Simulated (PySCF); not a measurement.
# C2H5N3Si: electronic excitations and core binding energies

Wanted: the electronic excitations and core binding energies of C2H5N3Si (`[SiH3]c1nnc[nH]1`), by calculation.

Computed with PySCF 2.14.0, with density-fitted response routines of our own, on a single molecule in the gas phase. Atoms are numbered from 0 throughout.

## Step 1: The molecule as given

11 atoms, charge 0, multiplicity 1; geometry from: GFN2-xTB.

Bonds of the start (Å): Si0–C1 1.87, C1–N2 1.31, N2–N3 1.34, N3–C4 1.30, C4–N5 1.36, N5–C1 1.37, Si0–H6 1.47, Si0–H7 1.46, Si0–H8 1.46, C4–H9 1.07, N5–H10 1.01.

## Step 2: TDDFT and polarisability: CAM-B3LYP/def2-SVPD

Job settings and geometry (Å):

```
{"job": {"kind": "uv", "xc": "CAM-B3LYP", "basis": "def2-SVPD", "nstates": 8, "ntriplets": 3}, "charge": 0, "multiplicity": 1}
Si    -1.924657    -0.061419    -0.011108
C     -0.065608    -0.301927     0.006816
N      0.550908    -1.451879     0.072619
N      1.872672    -1.237511     0.076407
C      2.067944     0.044301     0.012073
N      0.874921     0.694333    -0.034590
H     -2.140029     1.310989    -0.494021
H     -2.527114    -1.032823    -0.913678
H     -2.433835    -0.176516     1.354914
H      3.021744     0.529781    -0.005599
H      0.708478     1.685341    -0.089798
```

Level: TDDFT CAM-B3LYP/def2-SVPD, vertical, gas phase, core orbitals frozen in the response.

Started as:

```console
OMP_NUM_THREADS=1 python probes_run.py task.json out
```

One launch serves the whole session: the jobs run in the order shown.

What it wrote:

```text
coarse grid: 10088 points
cycle   1  E = -532.4430207243  dE =  1.141e+00  |g| = 4.399e-01  |ddm| = 4.963e+00
cycle   2  E = -532.4098048615  dE =  3.322e-02  |g| = 6.361e-01  |ddm| = 1.953e+00
cycle   3  E = -532.5007313754  dE = -9.093e-02  |g| = 6.776e-02  |ddm| = 1.159e+00
cycle   4  E = -532.5016731254  dE = -9.418e-04  |g| = 2.282e-02  |ddm| = 1.458e-01
cycle   5  E = -532.5017716376  dE = -9.851e-05  |g| = 1.184e-02  |ddm| = 4.145e-02
cycle   6  E = -532.5018020840  dE = -3.045e-05  |g| = 1.161e-03  |ddm| = 1.586e-02
cycle   7  E = -532.5018026860  dE = -6.020e-07  |g| = 5.218e-04  |ddm| = 4.394e-03
final grid: 94184 points
cycle   8  E = -532.5729468562  dE = -1.961e-05  |g| = 2.327e-03  |ddm| = 4.528e-02
cycle   9  E = -532.5729469771  dE = -1.208e-07  |g| = 2.511e-03  |ddm| = 8.922e-03
cycle  10  E = -532.5729482433  dE = -1.266e-06  |g| = 2.022e-04  |ddm| = 3.698e-03
cycle  11  E = -532.5729482531  dE = -9.814e-09  |g| = 1.699e-04  |ddm| = 4.880e-04
cycle  12  E = -532.5729482592  dE = -6.131e-09  |g| = 5.480e-05  |ddm| = 3.072e-04
cycle  13  E = -532.5729482599  dE = -6.902e-10  |g| = 1.857e-05  |ddm| = 1.105e-04
converged SCF energy = -532.5729482599

Static polarisability (au): isotropic 67.942, principal 49.604 66.537 87.685

Singlet excitations
state   eV       nm        f      main configurations
  1   5.6384    219.9   0.00102   H->L+1 0.72, H->L 0.20
  2   6.3529    195.2   0.01021   H->L+3 0.63, H->L+6 0.14, H->L+7 0.09
  3   6.7299    184.2   0.25723   H-1->L+1 0.59, H-1->L 0.31
  4   6.9383    178.7   0.01076   H-1->L 0.60, H-1->L+1 0.33
  5   7.0129    176.8   0.04291   H->L 0.68, H->L+1 0.20
  6   7.3403    168.9   0.00300   H-2->L+1 0.66, H-2->L 0.19
  7   7.3807    168.0   0.01243   H-1->L+3 0.55, H-3->L+1 0.21
  8   7.8242    158.5   0.01757   H->L+5 0.41, H->L+2 0.20, H->L+3 0.09

Triplet excitations (Tamm-Dancoff, eV): 4.8281 5.0168 5.4300
```

Wall time 44 s (1 thread, shared host).

Frontier orbitals and where they lie:

```csv
orbital,eV,atoms
HOMO−3,-10.50,"N5 36 %, N2 24 %, N3 24 %"
HOMO−2,-10.45,"N3 35 %, N2 33 %, C1 9 %"
HOMO−1,-9.03,"C1 23 %, C4 23 %, N2 19 %"
HOMO,-8.77,"N2 41 %, N3 40 %, C1 8 %"
LUMO,0.74,"Si0 27 %, H10 20 %, N5 10 %"
LUMO+1,0.81,"Si0 23 %, C1 19 %, N5 14 %"
LUMO+2,1.38,"Si0 53 %, H7 12 %, H6 12 %"
```

With each of the 8 states as a Gaussian band of 0.4 eV half-width at 1/e, the curve within the window shown has maxima at 184 nm (ε 12,000) L/(mol cm). Beyond the last state computed it falls off for lack of states. The curve at chosen wavelengths:

(nm, ε (L/mol/cm)): (153, 425), (157, 786), (160, 1001), (164, 1353), (168, 2301), (172, 4451), (175, 6870), (179, 10239), (183, 12039), (186, 11652), (190, 9220), (194, 6011), (198, 3330), (201, 1962), (205, 892), (209, 388), (213, 176), (216, 107), (220, 66), (224, 48), (227, 38), (231, 28), (235, 19), (239, 12), (242, 8), (246, 5)

Ground-state properties from the same run:

```csv
property,computed
dipole moment (D),5.32
polarisability (Å³),10.07
HOMO–LUMO gap (eV),9.51
−ε(HOMO) (eV),8.77
```

## Step 3: Core holes by ΔSCF: SCAN, X2C

The job, as its differences from that of step 2:

```diff
@@ -1,2 +1,2 @@
-{"job": {"kind": "uv", "xc": "CAM-B3LYP", "basis": "def2-SVPD", "nstates": 8, "ntriplets": 3}, "charge": 0, "multiplicity": 1}
+{"job": {"kind": "xps"}, "charge": 0, "multiplicity": 1}
 Si    -1.924657    -0.061419    -0.011108
```

With the program's defaults for keys left out, this is: delta-SCF UKS SCAN, pcX-2 on the ionised atom, pcseg-1 elsewhere, spin-free X2C.

What it wrote:

```text
ground state, core basis on atom 0 (Si), 155 functions
  cycle   1  E = -533.49689757  |g| = 3.82e-01
  cycle   2  E = -533.37244337  |g| = 7.90e-01
  cycle   3  E = -533.53302511  |g| = 1.44e-01
  cycle   4  E = -533.53713361  |g| = 4.93e-02
  cycle   5  E = -533.53766155  |g| = 1.69e-02
  cycle   6  E = -533.53771640  |g| = 8.28e-03
  cycle   7  E = -533.53773470  |g| = 1.14e-03
  cycle   8  E = -533.53773433  |g| = 7.91e-04
  cycle   9  E = -533.53773539  |g| = 1.65e-04
  E(ground) = -533.54005607 Eh
hole in Si 1s of atom 0
  cycle   1  E = -464.59914693  |g| = 4.35e+00
  cycle   2  E = -462.34185120  |g| = 2.78e+00
  cycle   3  E = -454.34431734  |g| = 3.55e+00
  cycle   4  E = -465.48290417  |g| = 5.45e-01
  cycle   5  E = -465.56172996  |g| = 4.45e-01
  cycle   6  E = -465.64094565  |g| = 1.71e-01
  cycle   7  E = -465.65339449  |g| = 4.07e-02
  cycle   8  E = -465.65362931  |g| = 3.44e-02
  cycle   9  E = -465.65418018  |g| = 8.01e-03
  cycle  10  E = -465.65421301  |g| = 2.09e-03
  cycle  11  E = -465.65421400  |g| = 7.86e-04
  cycle  12  E = -465.65421517  |g| = 2.06e-04
  E(ion) = -465.66477045 Eh   <S^2> = 0.7524   hole on atom = 1.000   binding energy = 1846.981 eV
hole in Si 2p of atom 0
  cycle   1  E = -529.25590939  |g| = 1.23e+00
  cycle   2  E = -527.10187059  |g| = 1.95e+00
  cycle   3  E = -528.85995018  |g| = 1.16e+00
  cycle   4  E = -529.52978573  |g| = 2.70e-01
  cycle   5  E = -529.54405526  |g| = 2.57e-01
  cycle   6  E = -529.57308654  |g| = 8.24e-02
  cycle   7  E = -529.57598486  |g| = 3.18e-02
  cycle   8  E = -529.57644442  |g| = 6.59e-03
  cycle   9  E = -529.57645878  |g| = 3.73e-03
  cycle  10  E = -529.57646461  |g| = 8.06e-04
  cycle  11  E = -529.57646486  |g| = 4.74e-04
  E(ion) = -529.59056229 Eh   <S^2> = 0.7523   hole on atom = 1.002   binding energy = 107.471 eV
  2p3/2 = 107.249 eV   2p1/2 = 107.872 eV
ground state, core basis on atom 1 (C), 144 functions
  cycle   1  E = -533.44945146  |g| = 6.21e-02
  cycle   2  E = -533.44951114  |g| = 2.36e-02
  cycle   3  E = -533.44952861  |g| = 2.41e-02
  cycle   4  E = -533.44964827  |g| = 6.92e-03
  cycle   5  E = -533.44965585  |g| = 1.79e-03
  cycle   6  E = -533.44965763  |g| = 4.38e-04
  E(ground) = -533.49429763 Eh
hole in C 1s of atom 1
  cycle   1  E = -522.14830464  |g| = 1.52e+00
  cycle   2  E = -520.52557176  |g| = 2.40e+00
  cycle   3  E = -522.50662163  |g| = 6.78e-01
  cycle   4  E = -522.60759705  |g| = 4.97e-01
  cycle   5  E = -522.72271523  |g| = 1.25e-01
  cycle   6  E = -522.72818360  |g| = 4.21e-02
  cycle   7  E = -522.72894159  |g| = 1.70e-02
  cycle   8  E = -522.72903571  |g| = 1.08e-02
  cycle   9  E = -522.72909599  |g| = 3.71e-03
  cycle  10  E = -522.72910868  |g| = 2.57e-03
  cycle  11  E = -522.72911927  |g| = 1.06e-03
  cycle  12  E = -522.72912367  |g| = 4.96e-04
  E(ion) = -522.77178246 Eh   <S^2> = 0.7833   hole on atom = 1.000   binding energy = 291.774 eV
ground state, core basis on atom 2 (N), 144 functions
  cycle   1  E = -533.45948247  |g| = 7.45e-02
  cycle   2  E = -533.45941105  |g| = 2.75e-02
  cycle   3  E = -533.45923300  |g| = 3.93e-02
  cycle   4  E = -533.45956842  |g| = 3.59e-03
  cycle   5  E = -533.45957233  |g| = 1.81e-03
  cycle   6  E = -533.45957217  |g| = 5.01e-04
  cycle   7  E = -533.45957249  |g| = 8.49e-05
  E(ground) = -533.50303140 Eh
hole in N 1s of atom 2
  cycle   1  E = -517.85992546  |g| = 1.86e+00
  cycle   2  E = -516.55365694  |g| = 2.44e+00
  cycle   3  E = -518.33881402  |g| = 7.25e-01
  cycle   4  E = -518.41798085  |g| = 5.62e-01
  cycle   5  E = -518.56629495  |g| = 1.48e-01
  cycle   6  E = -518.57330974  |g| = 6.70e-02
  cycle   7  E = -518.57540778  |g| = 2.46e-02
  cycle   8  E = -518.57569230  |g| = 7.51e-03
  cycle   9  E = -518.57572940  |g| = 2.73e-03
  cycle  10  E = -518.57573937  |g| = 2.13e-03
  cycle  11  E = -518.57574067  |g| = 7.36e-04
  cycle  12  E = -518.57574202  |g| = 3.45e-04
  E(ion) = -518.61839093 Eh   <S^2> = 0.7790   hole on atom = 1.000   binding energy = 405.032 eV
ground state, core basis on atom 3 (N), 144 functions
  cycle   1  E = -533.45960620  |g| = 7.38e-02
  cycle   2  E = -533.45956919  |g| = 2.08e-02
  cycle   3  E = -533.45937714  |g| = 3.46e-02
  cycle   4  E = -533.45966968  |g| = 3.17e-03
  cycle   5  E = -533.45967098  |g| = 2.08e-03
  cycle   6  E = -533.45967213  |g| = 3.23e-04
  E(ground) = -533.50334379 Eh
hole in N 1s of atom 3
  cycle   1  E = -517.86004176  |g| = 1.86e+00
  cycle   2  E = -516.43854427  |g| = 2.49e+00
  cycle   3  E = -518.26244197  |g| = 8.17e-01
  cycle   4  E = -518.38651413  |g| = 6.16e-01
  cycle   5  E = -518.56205560  |g| = 1.52e-01
  cycle   6  E = -518.56834435  |g| = 8.39e-02
  cycle   7  E = -518.57187050  |g| = 2.04e-02
  cycle   8  E = -518.57206396  |g| = 7.48e-03
  cycle   9  E = -518.57210505  |g| = 3.10e-03
  cycle  10  E = -518.57212340  |g| = 2.34e-03
  cycle  11  E = -518.57213065  |g| = 1.24e-03
  cycle  12  E = -518.57213436  |g| = 5.66e-04
  cycle  13  E = -518.57213609  |g| = 3.10e-04
  E(ion) = -518.61505060 Eh   <S^2> = 0.7813   hole on atom = 1.000   binding energy = 405.131 eV
ground state, core basis on atom 4 (C), 144 functions
  cycle   1  E = -533.44914033  |g| = 5.76e-02
  cycle   2  E = -533.44905183  |g| = 2.58e-02
  cycle   3  E = -533.44884978  |g| = 3.89e-02
  cycle   4  E = -533.44918900  |g| = 6.76e-03
  cycle   5  E = -533.44920061  |g| = 1.29e-03
  cycle   6  E = -533.44919979  |g| = 3.60e-04
  E(ground) = -533.49401296 Eh
hole in C 1s of atom 4
  cycle   1  E = -522.13846573  |g| = 1.52e+00
  cycle   2  E = -520.54119356  |g| = 2.34e+00
  cycle   3  E = -522.47717435  |g| = 6.88e-01
  cycle   4  E = -522.56632781  |g| = 5.45e-01
  cycle   5  E = -522.70718334  |g| = 9.23e-02
  cycle   6  E = -522.70976426  |g| = 4.67e-02
  cycle   7  E = -522.71063375  |g| = 2.05e-02
  cycle   8  E = -522.71079219  |g| = 1.02e-02
  cycle   9  E = -522.71084864  |g| = 3.05e-03
  cycle  10  E = -522.71086231  |g| = 1.98e-03
  cycle  11  E = -522.71087103  |g| = 1.21e-03
  cycle  12  E = -522.71087273  |g| = 6.19e-04
  cycle  13  E = -522.71087582  |g| = 3.02e-04
  E(ion) = -522.75370169 Eh   <S^2> = 0.7811   hole on atom = 1.000   binding energy = 292.259 eV
ground state, core basis on atom 5 (N), 144 functions
  cycle   1  E = -533.45788006  |g| = 7.46e-02
  cycle   2  E = -533.45764018  |g| = 3.80e-02
  cycle   3  E = -533.45726740  |g| = 5.44e-02
  cycle   4  E = -533.45794312  |g| = 1.20e-02
  cycle   5  E = -533.45797520  |g| = 1.03e-03
  cycle   6  E = -533.45797540  |g| = 4.77e-04
  E(ground) = -533.50002995 Eh
hole in N 1s of atom 5
  cycle   1  E = -517.79100701  |g| = 1.87e+00
  cycle   2  E = -516.15687731  |g| = 2.65e+00
  cycle   3  E = -517.98472238  |g| = 1.02e+00
  cycle   4  E = -518.28121324  |g| = 6.68e-01
  cycle   5  E = -518.49459708  |g| = 8.18e-02
  cycle   6  E = -518.49606248  |g| = 4.58e-02
  cycle   7  E = -518.49688110  |g| = 2.12e-02
  cycle   8  E = -518.49709791  |g| = 3.19e-03
  cycle   9  E = -518.49710257  |g| = 2.14e-03
  cycle  10  E = -518.49710402  |g| = 8.45e-04
  cycle  11  E = -518.49710569  |g| = 3.18e-04
  E(ion) = -518.53760265 Eh   <S^2> = 0.7655   hole on atom = 1.000   binding energy = 407.148 eV
```

Wall time 2.4 min (1 thread, shared host).

The holes in one table. −ε is the ground-state orbital energy:

```csv
hole,stands for,environment,ΔSCF (eV; 2p as the shell's mean),−ε (eV),⟨S²⟩
Si1s on Si0,Si0,"silicon bonded to C, 3 H",1846.98,1793.7,0.752
Si2p on Si0,Si0,"silicon bonded to C, 3 H",107.46,96.6,0.752
C1s on C1,C1,substituted aromatic carbon next to a ring nitrogen,291.77,275.2,0.783
N1s on N2,N2,pyridine-type nitrogen of an azole,405.03,386.3,0.779
N1s on N3,N3,pyridine-type nitrogen of an azole,405.13,386.3,0.781
C1s on C4,C4,aromatic CH between two ring heteroatoms,292.26,275.4,0.781
N1s on N5,N5,pyrrole-type ring nitrogen,407.15,388.2,0.766
```

With the spin-orbit splitting: Si0 2p3/2 107.25, 2p1/2 107.87 eV. The table gives each 2p level as the mean over the whole 2p shell (two parts 2p3/2, one part 2p1/2), which differs a little from the single hole in the log.

## Step 4: Results

| quantity | value |
| --- | --- |
| lowest singlet (CAM-B3LYP/def2-SVPD) | 5.64 eV (220 nm), f = 0.001 |
| brightest single state of those computed | state 3, 6.73 eV, f = 0.257 |
| lowest triplet | 4.83 eV |
| N1s binding energies, SCAN/pcX-2 | N5 407.15, N3 405.13, N2 405.03 eV |
| C1s binding energies, SCAN/pcX-2 | C4 292.26, C1 291.77 eV |
| Si1s binding energies, SCAN/pcX-2 | Si0 1846.98 eV |
| Si2p binding energies, SCAN/pcX-2 | Si0 107.46 eV |

In words: The first singlet state (HOMO→LUMO+1 0.72, HOMO→LUMO 0.20) lies at 5.64 eV and is weak; of the 8 states computed, the strongest absorption comes from state 3 at 6.73 eV. The lowest triplet lies 0.81 eV below the lowest singlet (triplets in Tamm-Dancoff, singlets in full TDDFT). N5 (pyrrole-type ring nitrogen) binds its N1s electron 2.12 eV more tightly than N2 (pyridine-type nitrogen of an azole). C4 (aromatic CH between two ring heteroatoms) binds its C1s electron 0.48 eV more tightly than C1 (substituted aromatic carbon next to a ring nitrogen).
